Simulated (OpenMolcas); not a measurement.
# Au⁵⁺ among point charges: CASSCF and CASPT2 levels and susceptibility

How does a field of 6 point charges split the states of Au⁵⁺, and what χT follows?

Method: state-averaged CASSCF and CASPT2, spin-orbit coupling by RASSI with atomic mean-field integrals. Code: OpenMolcas 26.06.

### Step 1. Starting point

* Species: Au⁵⁺ (gold, Z = 79, 74 electrons)
* Basis: ANO-RCC-VTZP [8s7p5d3f1g], 84 functions
* Scalar Hamiltonian: DKH2, point nucleus
* Inactive shells: 1s 2s 2p 3s 3p 3d 4s 4p 4d 4f 5s 5p
* Active space: 6 electrons in 5 orbitals (5d)
* Some configurations of this space: 5d⁶
* Orbitals: optimised for each spin and parity, averaged over all roots

Outer shells as boxes (Hund's rule):

5d6
```
5d [↑↓][↑ ][↑ ][↑ ][↑ ]
```

The ion sits among 6 point charges of -1.7 e arranged as an octahedron (Oh), 1.71 Å from the ion.

Each step is its own input file, run in one work folder so that later steps find the files of earlier ones. Labels, J, g values, rates, χT and fits are worked out afterwards by a script from the matrices that RASSI stores. The input lists half of the charges; inversion (Group=XYZ) makes the rest.

### Step 2. Basis and integrals

Input file a.inp:

```
&GATEWAY
Coord
1

Au 0.0 0.0 0.0
Basis=ANO-RCC-VTZP
Group=XYZ
NoMove
AngMom=0.0 0.0 0.0
AMFI
XField
3 Angstrom 0
1.710000 0.000000 0.000000 -1.700000
0.000000 1.710000 0.000000 -1.700000
0.000000 0.000000 1.710000 -1.700000
&SEWARD
```

Launch:

```sh
> OMP_NUM_THREADS=1 MOLCAS_MEM=1689 MOLCAS_PROJECT=a pymolcas a.inp > a.log
```

Log:

```text
Basis set label: AU.ANO-RCC...8S7P5D3F1G.

      Electronic valence basis set:
      ------------------
      Associated Effective Charge  79.000000 au
      Associated Actual Charge     79.000000 au
      Nuclear Model: Point charge

      Shell  nPrim  nBasis  Cartesian Spherical Contaminant
         s      24       8        X
         p      21       7        X
         d      15       5                 X
         f      11       3                 X
         g       4       1                 X
                  Relativistic Douglas-Kroll-Hess integrals:
                    - DKH order of Hamiltonian: 2
                    - DKH order of Properties : 0
                  Atomic mean-field integrals
```

### Step 3. CASSCF: quintets of even parity, 5 roots

Input file a.inp:

```
&RASSCF
FileOrb=start.orb
Symmetry=1
Spin=5
nActEl=6 0 0
Inactive=15 19
Ras2=5 0
CIRoot=5 5 1
SDav=5
CIMx=300
Iter=120 100
PrWF=0.3
OrbListing=Nothing
MaxOrb=0
>>> COPY $Project.JobIph JOB001
```

start.orb holds the contracted functions of the basis, ordered by shell, or the orbitals of the step before.

Log, cut to the lines that bear on the results:

```text
[...]
      Number of active orbitals                  5
[...]
      Spin quantum number                      2.0
[...]
      Active orbitals                            5   0
[...]
      Number of CSFs                             5
      Number of root(s) required                 5
[...]
      Convergence after  8 iterations
[...]
      Natural orbitals and occupation numbers for root  1
      sym 1:   1.000000   1.000000   1.000000   2.000000   1.000000
      Natural orbitals and occupation numbers for root  2
      sym 1:   1.000000   2.000000   1.000000   1.000000   1.000000
      Natural orbitals and occupation numbers for root  3
      sym 1:   2.000000   1.000000   1.000000   1.000000   1.000000
::    RASSCF root number  1 Total energy: -19003.48690615
::    RASSCF root number  2 Total energy: -19003.48690615
::    RASSCF root number  3 Total energy: -19003.48690615
::    RASSCF root number  4 Total energy: -19003.43289860
::    RASSCF root number  5 Total energy: -19003.43289860
```

### Step 4. Reference wave functions, triplets of even parity, 45 roots

Input file a.inp:

```
&RASSCF
FileOrb=start.orb
Symmetry=1
Spin=3
nActEl=6 0 0
Inactive=15 19
Ras2=5 0
CIRoot=45 45 1
SDav=45
CIMx=300
Iter=120 100
PrWF=0.3
OrbListing=Nothing
MaxOrb=0
>>> COPY $Project.JobIph JOB002
```

Launch:

```sh
> OMP_NUM_THREADS=1 MOLCAS_MEM=1689 MOLCAS_PROJECT=a pymolcas a.inp > a.log
```

Log, cut to the lines that bear on the results:

```text
[...]
      Number of active orbitals                  5
[...]
      Spin quantum number                      1.0
[...]
      Active orbitals                            5   0
[...]
      Number of CSFs                            45
      Number of root(s) required                45
[...]
      Convergence after  7 iterations
[...]
      Natural orbitals and occupation numbers for root  1
      sym 1:   1.688548   1.288072   0.325809   1.944271   0.753301
      Natural orbitals and occupation numbers for root  2
      sym 1:   1.310724   1.944494   0.729520   1.665998   0.349263
      Natural orbitals and occupation numbers for root  3
      sym 1:   1.944073   1.712430   0.779688   1.264198   0.299611
::    RASSCF root number  1 Total energy: -19003.43220088
::    RASSCF root number  2 Total energy: -19003.43220088
::    RASSCF root number  3 Total energy: -19003.43220088
[...]
::    RASSCF root number 27 Total energy: -19003.31633031
::    RASSCF root number 28 Total energy: -19003.31570911
::    RASSCF root number 29 Total energy: -19003.31570911
::    RASSCF root number 30 Total energy: -19003.31570911
```

### Step 5. Reference wave functions, singlets of even parity, 50 roots

Input file a.inp:

```
&RASSCF
FileOrb=start.orb
Symmetry=1
Spin=1
nActEl=6 0 0
Inactive=15 19
Ras2=5 0
CIRoot=50 50 1
SDav=50
CIMx=300
Iter=120 100
PrWF=0.3
OrbListing=Nothing
MaxOrb=0
>>> COPY $Project.JobIph JOB003
```

Log, cut to the lines that bear on the results:

```text
[...]
      Number of active orbitals                  5
[...]
      Spin quantum number                      0.0
[...]
      Active orbitals                            5   0
[...]
      Number of CSFs                            50
      Number of root(s) required                50
[...]
      Convergence after  7 iterations
[...]
      Natural orbitals and occupation numbers for root  1
      sym 1:   1.960277   1.960277   0.059584   1.960277   0.059584
      Natural orbitals and occupation numbers for root  2
      sym 1:   1.116764   1.971499   0.891277   1.858465   0.161993
      Natural orbitals and occupation numbers for root  3
      sym 1:   1.969551   1.697484   0.320024   1.280336   0.732606
::    RASSCF root number  1 Total energy: -19003.43389770
::    RASSCF root number  2 Total energy: -19003.38990650
::    RASSCF root number  3 Total energy: -19003.38990650
[...]
::    RASSCF root number 27 Total energy: -19003.25904629
::    RASSCF root number 28 Total energy: -19003.25904629
::    RASSCF root number 29 Total energy: -19003.25738767
::    RASSCF root number 30 Total energy: -19003.24288855
```

### Step 6. State interaction with spin-orbit coupling

Input file a.inp:

```
&RASSI
NrOfJobIphs=3 5 45 50
1 2 3 4 5
1 2 3 4 5 6 7 8 9 10 11 12 13 14 15 16 17 18 19 20 21 22 23 24 25 26 27
28 29 30 31 32 33 34 35 36 37 38 39 40 41 42 43 44 45
1 2 3 4 5 6 7 8 9 10 11 12 13 14 15 16 17 18 19 20 21 22 23 24 25 26 27
28 29 30 31 32 33 34 35 36 37 38 39 40 41 42 43 44 45 46 47 48 49 50
IphNames
JOB001
JOB002
JOB003
EJob
SpinOrbit
DIPRint=1.0
SOCoupling=1000.0
Subsets=2
Property=9
'ANGMOM' 1 'ANGMOM' 2 'ANGMOM' 3 'MLTPL  1' 1 'MLTPL  1' 2 'MLTPL  1' 3
'AMFI' 1 'AMFI' 2 'AMFI' 3
SOProperty=3
'ANGMOM' 1 'ANGMOM' 2 'ANGMOM' 3
```

Log:

```text
SPIN-FREE ENERGIES:
  (Shifted by EMIN (a.u.) =     -19003.4869061490)

 SF State       Relative EMIN(au)   Rel lowest level(eV)    D:o, cm**(-1)      L_eff

     1             0.0000000000        0.0000000000              0.0000         2.0
     2             0.0000000000        0.0000000000              0.0000         2.0
     3             0.0000000000        0.0000000000              0.0000         2.0
    51             0.0530084500        1.4424334083          11634.0100         4.7
     5             0.0540075532        1.4696203896          11853.2878         2.0
     4             0.0540075532        1.4696203896          11853.2878         2.0
     7             0.0547052683        1.4886061844          12006.4186         3.9
     8             0.0547052683        1.4886061844          12006.4186         3.9
     6             0.0547052683        1.4886061844          12006.4186         3.9
    10             0.0729890093        1.9861321232          16019.2359         4.2
    11             0.0729890093        1.9861321232          16019.2359         4.2
     9             0.0729890093        1.9861321232          16019.2359         4.2
    52             0.0969996510        2.6394949693          21288.9626         5.3
    53             0.0969996510        2.6394949693          21288.9626         5.3
    54             0.0969996510        2.6394949693          21288.9626         5.3
    12             0.0990449737        2.6951510346          21737.8591         4.4
    13             0.0990449737        2.6951510346          21737.8591         4.4
    14             0.0990449737        2.6951510346          21737.8591         4.4
    16             0.1069413555        2.9100225312          23470.9146         4.4
    17             0.1069413555        2.9100225312          23470.9146         4.4
    15             0.1069413555        2.9100225312          23470.9146         4.4
    19             0.1138712058        3.0985933637          24991.8409         4.4
    18             0.1138712058        3.0985933637          24991.8409         4.4
    22             0.1177903593        3.2052389638          25851.9957         3.1
    20             0.1177903593        3.2052389638          25851.9957         3.1
    21             0.1177903593        3.2052389638          25851.9957         3.1
    55             0.1331570155        3.6233869801          29224.5869         5.6
    56             0.1331570155        3.6233869801          29224.5869         5.6
    57             0.1331570155        3.6233869801          29224.5869         5.6
    24             0.1372653932        3.7351816312          30126.2716         2.7
    25             0.1372653932        3.7351816312          30126.2716         2.7
    23             0.1372653932        3.7351816312          30126.2716         2.7
    26             0.1468191571        3.9951527920          32223.0804         3.0
    58             0.1494551975        4.0668831049          32801.6244         4.5
    59             0.1494551975        4.0668831049          32801.6244         4.5
    60             0.1539946483        4.1904078535          33797.9187         4.6
    27             0.1542694182        4.1978847249          33858.2237         4.2
    28             0.1542694182        4.1978847249          33858.2237         4.2
    29             0.1542694182        4.1978847249          33858.2237         4.2
    30             0.1568680806        4.2685979308          34428.5642         4.5
Eigenvalues of complex Hamiltonian:
   -----------------------------------
  (Shifted by EMIN (a.u.) =     -19003.4869061490)

 SO State       Relative EMIN(au)   Rel lowest level(eV)    D:o, cm**(-1)     J-value

     1            -0.0554223544        0.0000000000              0.0000         3.0
     2            -0.0514856953        0.1071219525            863.9968         3.1
     3            -0.0514856953        0.1071219523            863.9968         2.9
     4            -0.0484437361        0.1898978802           1531.6297         3.6
     5            -0.0484437361        0.1898978800           1531.6297         3.5
     6            -0.0484437361        0.1898978800           1531.6297         1.9
     7            -0.0484360137        0.1901080150           1533.3245         3.0
     8            -0.0484360137        0.1901080150           1533.3245         3.3
     9            -0.0484360137        0.1901080150           1533.3245         3.0
    10            -0.0241900148        0.8498752570           6854.7062         2.2
    11            -0.0241900148        0.8498752571           6854.7062         1.7
    12            -0.0241900148        0.8498752570           6854.7062         2.2
    13            -0.0124723502        1.1687291536           9426.4363         2.4
    14            -0.0124723502        1.1687291536           9426.4363         2.5
    15            -0.0124723502        1.1687291535           9426.4363         1.9
    16             0.0072451146        1.7052687045          13753.9197         3.3
    17             0.0095720468        1.7685877564          14264.6223         2.2
    18             0.0095720468        1.7685877562          14264.6223         2.6
    19             0.0212069147        2.0851886390          16818.1806         2.5
    20             0.0212069147        2.0851886391          16818.1806         2.5
    21             0.0212069147        2.0851886391          16818.1806         2.4
    22             0.0215212906        2.0937432447          16887.1781         3.3
    23             0.0215212906        2.0937432445          16887.1781         2.8
    24             0.0215212906        2.0937432445          16887.1781         2.6
    25             0.0306733089        2.3427823481          18895.8140         3.2
    26             0.0306733089        2.3427823483          18895.8140         3.2
    27             0.0341733901        2.4380244095          19663.9930         1.1
    28             0.0349184831        2.4582994246          19827.5220         2.4
    29             0.0393307183        2.5783624615          20795.8957         2.5
    30             0.0393307184        2.5783624617          20795.8957         2.5
    31             0.0393307183        2.5783624615          20795.8957         1.9
    32             0.0500864477        2.8710407677          23156.5055         4.1
    33             0.0500864477        2.8710407681          23156.5055         2.2
    34             0.0500864477        2.8710407681          23156.5055         4.0
    35             0.0573341875        3.0682618144          24747.2005         3.8
    36             0.0573341875        3.0682618145          24747.2005         3.3
    37             0.0599860390        3.1404223688          25329.2146         4.5
    38             0.0616400363        3.1854299297          25692.2251         3.6
    39             0.0616400363        3.1854299297          25692.2251         3.5
    40             0.0616400363        3.1854299297          25692.2251         3.6
    41             0.0616825109        3.1865857221          25701.5472         3.4
Weights of the five most important spin-orbit-free states for each spin-orbit state.

 SO State  Total energy (au)           Spin-free states, spin, and weights
 -------------------------------------------------------------------------------------------------------
    1        -0.055422      51 0.0  0.1279    1 2.0  0.1228    2 2.0  0.1228    3 2.0  0.1228    6 1.0  0.0950
    2        -0.051486       3 2.0  0.3912    2 2.0  0.1318    1 2.0  0.0859    6 1.0  0.0577   11 1.0  0.0444
    3        -0.051486       1 2.0  0.3201    2 2.0  0.2741    9 1.0  0.0554    7 1.0  0.0517    8 1.0  0.0472
    4        -0.048444       3 2.0  0.5314    5 2.0  0.1170   11 1.0  0.0477   10 1.0  0.0472    7 1.0  0.0339
    5        -0.048444       1 2.0  0.5270    4 2.0  0.0758    9 1.0  0.0477   10 1.0  0.0456    5 2.0  0.0439
    6        -0.048444       2 2.0  0.5049    4 2.0  0.1011    9 1.0  0.0472   11 1.0  0.0455    1 2.0  0.0309
    7        -0.048436       2 2.0  0.3168    1 2.0  0.3108    3 2.0  0.1650   26 1.0  0.0567    4 2.0  0.0343
    8        -0.048436       3 2.0  0.3115    1 2.0  0.2916    2 2.0  0.1895   26 1.0  0.0567    5 2.0  0.0295
    9        -0.048436       3 2.0  0.3161    2 2.0  0.2864    1 2.0  0.1902   26 1.0  0.0567    5 2.0  0.0231
   10        -0.024190       3 2.0  0.4573    7 1.0  0.1123    6 1.0  0.0747    1 2.0  0.0609    8 1.0  0.0585
   11        -0.024190       2 2.0  0.4742    8 1.0  0.1094    6 1.0  0.0769    7 1.0  0.0592    3 2.0  0.0534
   12        -0.024190       1 2.0  0.4668    6 1.0  0.0939    8 1.0  0.0776    7 1.0  0.0740    3 2.0  0.0616
```

These steps took 22 s in all on 1 thread of Arm Neoverse V2, shared host.

Spin-free states, with their symmetry labels:

| state | degeneracy | E (cm-1) | free-ion L (%) |
| --- | --- | --- | --- |
| 5T2 | 3 | 0 | D (100) |
| 1A1 | 1 | 11634 | G (52) |
| 5E | 2 | 11853 | D (100) |
| 3T1 | 3 | 12006 | H (50) |
| 3T2 | 3 | 16019 | H (43) |
| 1T1 | 3 | 21289 | I (61) |
| 3T1 | 3 | 21738 | H (67) |
| 3T2 | 3 | 23471 | G (58) |
| 3E | 2 | 24992 | H (48) |
| 3T1 | 3 | 25852 | P (45) |
| 1T2 | 3 | 29225 | I (83) |
| 3T2 | 3 | 30126 | F (59) |
| 3A2 | 1 | 32223 | F (100) |
| 1E | 2 | 32802 | G (71) |
| 1A1 | 1 | 33798 | I (52) |
| 3T1 | 3 | 33858 | H (54) |
| 3E | 2 | 34429 | H (52) |
| 1T2 | 3 | 34484 | D (42) |
| 3A1 | 1 | 37437 | G (100) |
| 1T1 | 3 | 37499 | G (55) |
| 3T2 | 3 | 37573 | D (50) |
| 1A2 | 1 | 37872 | I (81) |
| 3T1 | 3 | 41129 | G (32) |
| 1T2 | 3 | 41660 | I (45) |

With spin-orbit coupling:

```csv
E (cm-1),Degeneracy,Label,2S+1
0.0,1,A1,5
864.0,2,E,5
1532,3,T1,5
1533,3,T2,5
6855,3,T2,5
9426,3,T1,5
13754,1,A1,5
14265,2,E,3
16818,3,T2,5
16887,3,T1,3
18896,2,E,3
19664,1,A1,5
19828,1,A2,5
20796,3,T1,5
23157,3,T2,3
24747,2,E,3
25329,1,A2,3
25692,3,T1,3
25702,3,T2,3
26910,3,T2,3
27375,3,T1,3
27612,2,E,3
29319,3,T1,3
29590,3,T2,3
```

The table of states holds 24 of 43 computed; the rest, higher up, is left out.

Powder χT (cm³ K/mol): 0.01 at 2 K, 0.02 at 5 K, 0.03 at 10 K, 0.06 at 20 K, 0.16 at 50 K, 0.32 at 100 K, 0.48 at 150 K, 0.65 at 200 K, 0.82 at 250 K, 1.02 at 300 K.

A ligand-field fit to the states below 45000 cm-1 gives 10Dq = 11594 cm-1, B = 1017 cm-1 and C = 4144 cm-1 (C/B = 4.07), with a deviation of 143 cm-1.

### Step 7. CASPT2: IPEA 0.25, imaginary shift 0.1 (closed shells correlated: 5s 5p)

Input file a.inp:

```
>>> COPY JOB001 $Project.JobIph
&CASPT2
Multistate=5 1 2 3 4 5
NoMult
Frozen=14 16
IPEA=0.25
Imaginary=0.1
MaxIter=60
WThr=0.0 0.3 0.05
PrWF=0.5
NoMix
>>> COPY JOB002 $Project.JobIph
&CASPT2
Multistate=45 1 2 3 4 5 6 7 8 9 10 11 12 13 14 15 16 17 18 19 20 21 22
23 24 25 26 27 28 29 30 31 32 33 34 35 36 37 38 39 40 41 42 43 44 45
NoMult
Frozen=14 16
IPEA=0.25
Imaginary=0.1
MaxIter=60
WThr=0.0 0.3 0.05
PrWF=0.5
NoMix
>>> COPY JOB003 $Project.JobIph
&CASPT2
Multistate=50 1 2 3 4 5 6 7 8 9 10 11 12 13 14 15 16 17 18 19 20 21 22
23 24 25 26 27 28 29 30 31 32 33 34 35 36 37 38 39 40 41 42 43 44 45 46
47 48 49 50
NoMult
Frozen=14 16
IPEA=0.25
Imaginary=0.1
MaxIter=60
WThr=0.0 0.3 0.05
PrWF=0.5
NoMix
```

Log, cut to the lines that bear on the results:

```text
[...]
      Active orbitals                            5   0
[...]
      E2 (Variational):          -0.3118880656
      Total energy:          -19003.7987942145
[...]
::    CASPT2 Root  1     Total energy: -19003.79879421
::    CASPT2 Root  2     Total energy: -19003.79882752
[...]
::    CASPT2 Root 27     Total energy: -19003.59289428
::    CASPT2 Root 28     Total energy: -19003.59325155
::    CASPT2 Root 29     Total energy: -19003.59500378
::    CASPT2 Root 30     Total energy: -19003.58030904
```

This run: 16 s of run time, 1 thread of Arm Neoverse V2, shared host.

SS-CASPT2: lowest energy less the reference's lowest, -0.3119 hartree; reference weights 0.942 to 0.956.

States without spin-orbit coupling:

| state | degeneracy | E (cm-1) | free-ion L (%) |
| --- | --- | --- | --- |
| 5T2 | 3 | 0 | D (100) |
| 3T1 | 3 | 10790 | H (50) |
| 1A1 | 1 | 10801 | G (52) |
| 5E | 2 | 12256 | D (100) |
| 3T2 | 3 | 14298 | H (43) |
| 1T1 | 3 | 19410 | I (61) |
| 3T1 | 3 | 20275 | H (67) |
| 3T2 | 3 | 21333 | G (58) |
| 3E | 2 | 22746 | H (48) |
| 3T1 | 3 | 23538 | P (45) |
| 3T2 | 3 | 26572 | F (59) |
| 1T2 | 3 | 26717 | I (83) |
| 3A2 | 1 | 30005 | F (100) |
| 1E | 2 | 30293 | G (71) |
| 1A1 | 1 | 30632 | I (52) |
| 1T2 | 3 | 30966 | D (42) |
| 3T1 | 3 | 32148 | H (54) |
| 3E | 2 | 32500 | H (52) |
| 1T1 | 3 | 34201 | G (55) |
| 3T2 | 3 | 34306 | D (50) |
| 3A1 | 1 | 34736 | G (100) |
| 1A2 | 1 | 35026 | I (81) |
| 1T2 | 3 | 37544 | I (45) |
| 3T1 | 3 | 37910 | G (32) |

With spin-orbit coupling:

| E (cm-1) | Degeneracy | Label | 2S+1 |
| --- | --- | --- | --- |
| 0 | 1 | A1 | 5 |
| 920 | 2 | E | 5 |
| 1640 | 3 | T1 | 5 |
| 1810 | 3 | T2 | 5 |
| 6670 | 3 | T2 | 5 |
| 9880 | 3 | T1 | 5 |
| 13770 | 2 | E | 3 |
| 13870 | 1 | A1 | 5 |
| 16220 | 3 | T1 | 3 |
| 16810 | 3 | T2 | 5 |
| 18290 | 2 | E | 3 |
| 19420 | 1 | A1 | 5 |
| 20240 | 1 | A2 | 5 |
| 20950 | 3 | T1 | 5 |
| 22690 | 3 | T2 | 3 |
| 23750 | 2 | E | 3 |
| 24070 | 1 | A2 | 3 |
| 24490 | 3 | T2 | 3 |
| 24790 | 3 | T1 | 3 |
| 25480 | 3 | T2 | 3 |
| 26110 | 3 | T1 | 3 |
| 26390 | 2 | E | 3 |
| 28070 | 3 | T1 | 3 |
| 28220 | 3 | T2 | 3 |

Powder χT (cm³ K/mol): 0.01 at 2 K, 0.01 at 5 K, 0.03 at 10 K, 0.06 at 20 K, 0.15 at 50 K, 0.29 at 100 K, 0.44 at 150 K, 0.59 at 200 K, 0.75 at 250 K, 0.91 at 300 K.

### Step 8. The methods side by side

A. CASSCF
B. SS-CASPT2, IPEA 0.25, imaginary shift 0.1 (closed shells correlated: 5s 5p)

| method | ground state | first state of that spin (cm-1) | first gap with spin-orbit (cm-1) | χT at 300 K |
| --- | --- | --- | --- | --- |
| A | 5T2 | 5E 11850 | 864.0 | 1.02 |
| B | 5T2 | 5E 12260 | 923.4 | 0.91 |

### Step 9. What came out

| quantity | value |
| --- | --- |
| method | SS-CASPT2, IPEA 0.25, imaginary shift 0.1 (closed shells correlated: 5s 5p) |
| spin-free ground state | 5T2, 3-fold in its orbital part |
| first state of the same spin within the active space | 5E at 12300 cm⁻¹ |
| lowest level | 1-fold A1 |
| next level | 923.4 cm⁻¹ |
| χT at 300 K | 0.91 cm³ K/mol |
| effective moment at 300 K | 2.70 μB |

Cost by method:

| method | time of its own steps | time with the reference |
| --- | --- | --- |
| A. CASSCF | 22 s | 22 s |
| B. SS-CASPT2, IPEA 0.25, imaginary shift 0.1, +5s 5p | 16 s | 38 s |

Times are of one thread on a shared host.

In words: The spin-free ground state (5T2) comes to 100 % from free-ion D terms and keeps the highest spin of the shell. χT at 300 K is 0.91, against 3.01 cm³ K/mol for the spin alone, so spin-orbit coupling lowers it. An active space of the d shell alone favours high spin; real ions in strong fields can be low spin. CASPT2 does not keep the components of a term degenerate, and the means are used. The field of point charges can differ much from that of real complexes. With metal d orbitals alone active, the gaps between spin states are rough; where two lie within a few thousand cm-1, their order is open. This is an electrostatic model: the charges have no orbitals.
